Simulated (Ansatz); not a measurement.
# Hg2O: the cost of one run

Program: Ansatz 0.2.0. Level of theory: DFT PBE, scalar-relativistic, plane waves, PAW, unless a step names another level. These are calculated values, not measurements.

2 further runs of the same task are left out: 2 that didn't finish.

**1. The system as given**

Symmetry: C2, No. 5, monoclinic system. Conventional cell: a = 5.212 Å, b = 5.090 Å, c = 5.202 Å, α = 90.00°, β = 102.23°, γ = 90.00°. Hg (site symmetry 1) is surrounded by 1 O at 2.14 Å. O (site symmetry 2) is surrounded by 2 Hg at 2.14 Å.

Coordinates:

```
Hg O
1.0
     3.63790   -0.18277   -0.03205
     0.26812    3.63189   -0.06624
     0.87545    0.81844    5.06254
Hg O
2 1
Direct
  0.28372 0.30994 0.20117
  0.91295 0.93928 0.63099
  0.43337 0.78966 0.91612
```

It came out lowest among 36 distinct ends of the trial cells. At a tolerance of 0.05 Å it has space group C2 (No. 5).

**2. A stricter relaxation, on the response runs' mesh and smearing**

Contents of input.yaml:

```yaml
crystal:
  lattice:
    - [3.6378974639, -0.1827685388, -0.0320455567]
    - [0.2681202184, 3.6318930615, -0.0662426716]
    - [0.8754537787, 0.8184399054, 5.062536795]
  atoms:
    - { symbol: Hg, position: [0.2837173954, 0.309940266, 0.2011714962] }
    - { symbol: Hg, position: [0.9129492178, 0.9392808817, 0.6309946631] }
    - { symbol: O, position: [0.4333720069, 0.7896582023, 0.9161191906] }
basis:
  ecutwfc: 420
kpoints:
  mp_grid: { grid: [10, 10, 8] }
hamiltonian:
  xc: pbe
scf:
  occupations: { method: gaussian, width: 0.1 }
output:
  forces: true
  stress: true
  eigenvalues: true
relax:
  adjacent_minimum: "off"
  f_tol: 0.001
  max_steps: 60
  cell: { stress_tol: 0.01 }
```

On the command line:

```console
ansatz run input.yaml --threads 3 --pin off --max-ram 7680MiB --backend cpu --events-out ev --progress --plain --runs-dir out
```

What time and memory should one allow on 3 threads of Arm Neoverse V1, shared host?

About 4.3 min, with a peak of 0.91 GiB.
